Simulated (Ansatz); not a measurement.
# CdBr: equation of state with PBE

CdBr:

```
Cd Br
1.0
     3.36323    0.00000    0.00000
     0.00000    3.36323    0.00000
     0.00000    0.00000    4.84371
Cd Br
1 1
Direct
  0.00000 0.00000 0.00000
  0.50000 0.50000 0.50000
```

The cell was built by a generator and needn't be a form met in nature.

```json
{"Program": "Ansatz 0.2.0", "Task": "equation of state", "Functional": "PBE", "Potentials or basis": "all-electron LAPW, scalar-relativistic", "Basis error allowed": "0.0005 eV/atom", "k mesh": "8 × 8 × 6", "Occupations": "fermi-dirac, width 0.05 eV", "Spin": "no spin polarisation"}
```

* Equilibrium volume: 27.41 Å³/atom
* Bulk modulus at fixed shape and positions: 29 GPa
* Pressure derivative of the bulk modulus: 5.3

Energy against volume, from the lowest point:
```csv
volume (Å³/atom),energy (meV/atom)
25.751,10.26
26.299,4.39
26.847,1.07
27.394,0.00
27.942,0.91
28.490,3.56
29.038,7.74
```

All runs of the series together: 85 s on 1 thread of Arm Neoverse V2 (shared host).

Caveat: the cell was scaled at fixed shape and fractional positions, which overstates the stiffness of a crystal with free parameters, most of all of layers and chains.
